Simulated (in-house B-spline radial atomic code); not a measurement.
**Ga³⁺: density, ELF and screening along the radius**

Aim: the shell structure of Ga³⁺ in the radial density, the electron localisation function and the screened nuclear charge, under several settings.

Method: several methods, spin-polarised, as named in each step; spherical all-electron atom at the radial basis limit. Code: in-house B-spline radial atomic code version 1.

## (1) The atom as given

| Quantity | Value |
| --- | --- |
| element | gallium (Z = 31) |
| charge | +3 |
| electrons | 28 |
| configuration | [Ar] 3d10 |
| nucleus | point (non-relativistic runs) or finite (X2C runs) |

The outer shells:

[Ar] 3d10
```
[Ar] core
3d [↑↓][↑↓][↑↓][↑↓][↑↓]
```

Where spins are not typed, each open shell is filled with up spins first.

## (2) r2SCAN, non-rel.

Input settings:

```ini
Z = 31
electrons = 28.0
configuration = [Ar] 3d10
hamiltonian = nr
method = r2scan
spin_polarised = True
```

Launch:

```bash
> python run_scf.py task.json out
```

One command runs all members of the session, one after another, from task.json.

Results of the run (chosen fields of its result record, rounded):

```text
{
  "status": "converged",
  "scf [iteration, energy, orbital gradient]": [
    [1, -1922.7372864, 0.0526],
    [2, -1922.74138958, 0.00404],
    [3, -1922.7418284, 0.00153],
    [4, -1922.74185605, 0.000375],
    [5, -1922.74185515, 0.000356],
    [6, -1922.74185837, 4.95e-05],
    [7, -1922.74185842, 5.98e-06],
    [8, -1922.74185842, 2.66e-07]
  ],
  "energy [hartree]": {"total": -1922.74185842, "kinetic": 1921.51477142, "nuclear": -4568.74046822, "coulomb": 798.765772309, "xc": -74.2819339294},
  "orbitals [hartree, bohr; up spins, the down spins are equal]": [
    ["name", "occ", "eps", "<r>", "<r^2>", "<1/r>", "r_max", "density_at_nucleus", "spin_orbit_zeta"],
    ["1s up", 1.0, -373.16637, 0.049437, 0.0032752, 30.501, 0.032618, 9182.9, "-"],
    ["2s up", 1.0, -46.909864, 0.22122, 0.057674, 6.6937, 0.1856, 880.28, "-"],
    ["2p up", 3.0, -41.629025, 0.19218, 0.045206, 6.6464, 0.14796, "-", 0.6524],
    ["3s up", 1.0, -6.6591633, 0.66181, 0.50518, 2.1383, 0.57313, 130.37, "-"],
    ["3p up", 3.0, -4.9225718, 0.68312, 0.54912, 2.0091, 0.57134, "-", 0.084221],
    ["3d up", 5.0, -1.9572181, 0.78022, 0.77637, 1.6779, 0.53528, "-", 0.0067964]
  ],
  "sum_r [bohr^k]": {"-1": 147.3787, "1": 14.91886, "2": 12.46195},
  "density_at_nucleus [bohr^-3]": 20387.09,
  "spin_density_at_nucleus [bohr^-3]": 0.0,
  "mass_velocity [hartree]": -71.22511,
  "darwin [hartree]": 52.8649,
  "radius_at_0.001 [bohr]": 2.551,
  "radius_enclosing_fraction [bohr]": {"0.5": 0.4766, "0.9": 1.055, "0.99": 1.789},
  "slater [hartree]": {
    "F0(3p up,3p up)": 1.3231,
    "F2(3p up,3p up)": 0.66205,
    "F0(3p up,3p down)": 1.3231,
    "F2(3p up,3p down)": 0.66205,
    "F0(3p up,3d up)": 1.247,
    "F2(3p up,3d up)": 0.59058,
    "G1(3p up,3d up)": 0.72625,
    "G3(3p up,3d up)": 0.44271,
    "F0(3p up,3d down)": 1.247,
    "F2(3p up,3d down)": 0.59058,
    "F0(3p down,3p down)": 1.3231,
    "F2(3p down,3p down)": 0.66205,
    "F0(3p down,3d up)": 1.247,
    "F2(3p down,3d up)": 0.59058,
    "F0(3p down,3d down)": 1.247,
    "F2(3p down,3d down)": 0.59058,
    "G1(3p down,3d down)": 0.72625,
    "G3(3p down,3d down)": 0.44271,
    "F0(3d up,3d up)": 1.1868,
    "F2(3d up,3d up)": 0.55115,
    "F4(3d up,3d up)": 0.34328,
    "F0(3d up,3d down)": 1.1868,
    "F2(3d up,3d down)": 0.55115,
    "F4(3d up,3d down)": 0.34328,
    "F0(3d down,3d down)": 1.1868,
    "F2(3d down,3d down)": 0.55115,
    "F4(3d down,3d down)": 0.34328
  }
}
```

Wall time 0.21 s (1 thread, shared host).

radius_at_0.001 is where the density falls to 0.001 electrons per bohr³. Meta-GGA runs start from a PBE run whose iterations are not counted.

The record's radial tables, every 2nd point:

```csv
r (bohr),4πr²n (1/bohr),ELF,screened charge r·V (e),reduced gradient s
0.00544,5.412,0.9995,30.20,0.4098
0.00776,9.541,0.9993,29.87,0.4293
0.0111,15.88,0.9988,29.41,0.4586
0.0158,24.10,0.9973,28.78,0.5020
0.0225,32.50,0.9918,27.94,0.5673
0.0322,37.40,0.9613,26.84,0.6617
0.0459,35.62,0.7702,25.46,0.7564
0.0654,30.76,0.3519,23.74,0.6790
0.0934,32.74,0.3569,21.59,0.3538
0.133,41.82,0.7084,19.02,0.3206
0.190,40.48,0.7830,16.15,0.5254
0.271,25.73,0.3668,13.19,0.6749
0.387,21.95,0.3183,10.04,0.2507
0.552,26.77,0.7337,6.910,0.3104
0.787,19.06,0.7407,4.575,0.5925
1.12,7.231,0.4496,3.436,1.039
1.60,1.568,0.1013,3.075,1.943
2.29,0.1846,0.009444,3.006,4.562
```

## (3) LDA (VWN5), X2C

Input settings:

```ini
Z = 31
electrons = 28.0
configuration = [Ar] 3d10
hamiltonian = x2c
method = lda,vwn
spin_polarised = True
nucleus = fermi
rms_radius = 3.9973
mass_number = 69
atomic_mass = 68.925573528
speed_of_light = 137.035999084
```

Result record:

```text
{
  "status": "converged",
  "iterations": 9,
  "energy [hartree]": {"total": -1938.59383873, "kinetic": 1975.99791789, "nuclear": -4646.06833129, "coulomb": 803.545990318, "xc": -72.0694156525},
  "orbitals [hartree, bohr; up spins, the down spins are equal]": [
    ["name", "occ", "eps", "<r>"],
    ["1s up", 1.0, -376.09222, 0.0483],
    ["2s up", 1.0, -47.49511, 0.21796],
    ["2p up", 3.0, -41.558661, 0.19077],
    ["3s up", 1.0, -6.6543638, 0.65322],
    ["3p up", 3.0, -4.863757, 0.67952],
    ["3d up", 5.0, -1.9423596, 0.78712]
  ],
  "sum_r [bohr^k]": {"-1": 151.1731, "1": 14.93194, "2": 12.57982}
}
```

Run time: 0.22 s. Hardware: 1 thread, shared host.

The record's radial tables, every 4th point:

```csv
r (bohr),4πr²n (1/bohr),ELF,screened charge r·V (e),reduced gradient s
0.00545,6.598,0.9996,30.18,0.5308
0.0111,17.73,0.9988,29.38,0.5123
0.0226,33.97,0.9908,27.88,0.5950
0.0461,35.43,0.7383,25.39,0.7670
0.0939,33.42,0.3768,21.50,0.3418
0.191,40.08,0.7768,16.07,0.5388
0.389,22.20,0.3355,9.983,0.2462
0.793,18.50,0.7321,4.564,0.6034
1.62,1.536,0.09879,3.075,1.923
```

## (4) PBE, X2C

Changes to the settings of step 3:

```diff
@@ -4,3 +4,3 @@
 hamiltonian = x2c
-method = lda,vwn
+method = pbe,pbe
 spin_polarised = True
```

Result record:

```text
{
  "status": "converged",
  "iterations": 9,
  "energy [hartree]": {"total": -1941.48497511, "kinetic": 1979.83312692, "nuclear": -4650.20529167, "coulomb": 803.904643954, "xc": -75.0174543113},
  "orbitals [hartree, bohr; up spins, the down spins are equal]": [
    ["name", "occ", "eps", "<r>"],
    ["1s up", 1.0, -376.81289, 0.048228],
    ["2s up", 1.0, -47.576502, 0.21755],
    ["2p up", 3.0, -41.57724, 0.1906],
    ["3s up", 1.0, -6.6750694, 0.65193],
    ["3p up", 3.0, -4.8661338, 0.67874],
    ["3d up", 5.0, -1.9286073, 0.78733]
  ],
  "sum_r [bohr^k]": {"-1": 151.3123, "1": 14.92477, "2": 12.57056}
}
```

It took 0.23 s on 1 thread, shared host.

The record's radial tables, every 4th point:

```csv
r (bohr),4πr²n (1/bohr),ELF,screened charge r·V (e),reduced gradient s
0.00545,6.626,0.9996,30.18,0.5311
0.0111,17.80,0.9988,29.37,0.5125
0.0226,34.05,0.9908,27.88,0.5955
0.0461,35.43,0.7375,25.39,0.7682
0.0939,33.42,0.3768,21.50,0.3404
0.191,40.11,0.7777,16.07,0.5400
0.390,22.18,0.3380,9.957,0.2409
0.793,18.54,0.7321,4.558,0.6049
1.62,1.522,0.09734,3.076,1.925
```

## (5) Hartree-Fock, X2C

Changes to the settings of step 4:

```diff
@@ -4,3 +4,3 @@
 hamiltonian = x2c
-method = pbe,pbe
+method = hf
 spin_polarised = True
```

Result record:

```text
{
  "status": "converged",
  "iterations": 10,
  "energy [hartree]": {"total": -1940.25089865, "kinetic": 1979.66551663, "nuclear": -4651.4598181, "coulomb": 805.46136726, "exact_exchange": -73.9179644457},
  "orbitals [hartree, bohr; up spins, the down spins are equal]": [
    ["name", "occ", "eps", "<r>"],
    ["1s up", 1.0, -384.95584, 0.048204],
    ["2s up", 1.0, -50.504719, 0.21668],
    ["2p up", 3.0, -43.966609, 0.19045],
    ["3s up", 1.0, -7.7944929, 0.65132],
    ["3p up", 3.0, -5.7491424, 0.67867],
    ["3d up", 5.0, -2.3902888, 0.77689]
  ],
  "sum_r [bohr^k]": {"-1": 151.3513, "1": 14.81598, "2": 12.25209}
}
```

Run time: 0.35 s. Hardware: 1 thread, shared host.

The record's radial tables, every 4th point:

```csv
r (bohr),4πr²n (1/bohr),ELF,screened charge r·V (e),reduced gradient s
0.00543,6.582,0.9996,30.19,0.5303
0.0111,17.79,0.9988,29.37,0.5116
0.0225,33.99,0.9912,27.89,0.5940
0.0458,35.52,0.7460,25.42,0.7689
0.0931,33.17,0.3681,21.55,0.3441
0.189,40.50,0.7851,16.14,0.5336
0.386,21.93,0.3210,10.03,0.2428
0.784,19.24,0.7389,4.559,0.5908
1.60,1.513,0.09702,3.067,2.006
```

## (6) BLYP, X2C

Changes to the settings of step 5:

```diff
@@ -4,3 +4,3 @@
 hamiltonian = x2c
-method = hf
+method = b88,lyp
 spin_polarised = True
```

Result record:

```text
{
  "status": "converged",
  "iterations": 9,
  "energy [hartree]": {"total": -1941.86314336, "kinetic": 1980.30648457, "nuclear": -4650.55653387, "coulomb": 803.775972538, "xc": -75.3890666068},
  "orbitals [hartree, bohr; up spins, the down spins are equal]": [
    ["name", "occ", "eps", "<r>"],
    ["1s up", 1.0, -376.92047, 0.048226],
    ["2s up", 1.0, -47.58825, 0.21758],
    ["2p up", 3.0, -41.598068, 0.19058],
    ["3s up", 1.0, -6.6673156, 0.65195],
    ["3p up", 3.0, -4.861795, 0.67871],
    ["3d up", 5.0, -1.9283176, 0.78881]
  ],
  "sum_r [bohr^k]": {"-1": 151.3238, "1": 14.93938, "2": 12.6154}
}
```

Wall time 0.23 s (1 thread, shared host).

The record's radial tables, every 4th point:

```csv
r (bohr),4πr²n (1/bohr),ELF,screened charge r·V (e),reduced gradient s
0.00546,6.646,0.9996,30.18,0.5309
0.0111,17.80,0.9988,29.37,0.5125
0.0226,34.05,0.9908,27.88,0.5955
0.0461,35.44,0.7372,25.39,0.7680
0.0940,33.46,0.3781,21.49,0.3399
0.191,40.10,0.7773,16.07,0.5400
0.390,22.20,0.3386,9.960,0.2417
0.795,18.41,0.7306,4.553,0.6077
1.62,1.537,0.09840,3.078,1.910
```

## (7) Results

| run | total energy (hartree) | highest level (eV) | radius holding 50 / 90 / 99 % (bohr) | radius at n = 0.001 (bohr) | ELF minima on the full grid (bohr) |
| --- | --- | --- | --- | --- | --- |
| r2SCAN, non-rel. | -1922.7419 | -53.259 | 0.477 / 1.05 / 1.79 | 2.55 | 0.078, 0.32 |
| LDA (VWN5), X2C | -1938.5938 | -52.854 | 0.474 / 1.06 / 1.81 | 2.58 | 0.079, 0.33 |
| PBE, X2C | -1941.4850 | -52.480 | 0.474 / 1.06 / 1.82 | 2.58 | 0.079, 0.33 |
| Hartree-Fock, X2C | -1940.2509 | -65.043 | 0.475 / 1.05 / 1.76 | 2.51 | 0.078, 0.32 |
| BLYP, X2C | -1941.8631 | -52.472 | 0.474 / 1.06 / 1.82 | 2.60 | 0.079, 0.33 |

**Reading.** In the first run ELF has 2 minima on the grid, which mark the borders between shells. On the record's full grid the screened charge (r times the electrostatic potential) falls from 30.9 near the nucleus to 3.00 at 2.7 bohr; far out it tends to the net charge, 3. The radius that holds 99 % of the electrons runs from 1.76 bohr (Hartree-Fock, X2C) to 1.82 bohr (BLYP, X2C). The grid is coarse (about 19 % a step), so the places of minima are rough. For X2C runs ELF uses the non-relativistic kinetic energy density, and the fields carry no picture-change correction.
